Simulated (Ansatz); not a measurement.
This script makes a rigid torsion scan of CH4ClFSi, SMILES FC([SiH3])Cl with Ansatz 0.2.0, Python API.

Script `ch4clfsi.py`:
```python
import ansatz as az
from ase import Atoms

atoms = Atoms(["F", "C", "Si", "Cl", "H", "H", "H", "H"], positions=[
    (-1.4922, 1.0836, 0.1199),
    (-0.4686, 0.6089, -0.55),
    (0.4534, -0.4922, 0.5548),
    (-0.9712, -0.2839, -1.966),
    (0.136, 1.4433, -0.9312),
    (1.0, 0.2622, 1.7538),
    (1.7129, -1.0551, -0.1079),
    (-0.2781, -1.6241, 1.0708),
])

first = (
    az.Crystal.molecule_from_ase(atoms).calculation()
    .basis(gaussian="def2-SVP")
    .functional("pbe0")
    .relax(force_tolerance=0.02, max_steps=80)
)
atoms.positions = first.run(threads=1, backend="cpu").report["positions_ang"]

start = atoms.get_dihedral(0, 1, 2, 5)
energies = {}
for turn in range(0, 121, 20):
    turned = atoms.copy()
    turned.set_dihedral(0, 1, 2, 5, start + turn, indices=[2, 5, 6, 7])
    model = az.Crystal.molecule_from_ase(turned).calculation().basis(gaussian="def2-SVP").functional("pbe0")
    energies[round((start + turn) % 360)] = model.run(threads=1, backend="cpu").report["free_energy_ev"]
floor = min(energies.values())
print("dihedral F0-C1-Si2-H5 (deg)   E - E(min) (eV)")
for angle, e in sorted(energies.items()):
    print(f"{angle:8d} {(e - floor):14.3f}  " + "#" * int(30 * (e - floor) / max(max(energies.values()) - floor, 1e-9)))
```

Where along the turn do the lowest and the highest point lie, and how far apart are they?

The lowest point is at 301° and the highest at 1°, 0.139 eV (13.4 kJ/mol) above it, with the rest of the molecule held.

The output:

```console
$ python ch4clfsi.py
dihedral F0-C1-Si2-H5 (deg)   E - E(min) (eV)
       1          0.139  ##############################
      21          0.105  ######################
      41          0.036  #######
      61          0.001
     301          0.000
     321          0.033  #######
     341          0.103  ######################
```

Notes:
- The settings weren't tested for convergence.
- The scan is rigid and the energies are electronic, in a modest basis. With rigid groups the curve can differ much from the relaxed path, the start wasn't checked as a minimum of this torsion, and equivalent turns needn't return to the same energy.
- Timing: 30 s on 1 thread of Intel(R) Xeon(R) Processor @ 2.30GHz (shared host), peak memory 0.28 GiB.
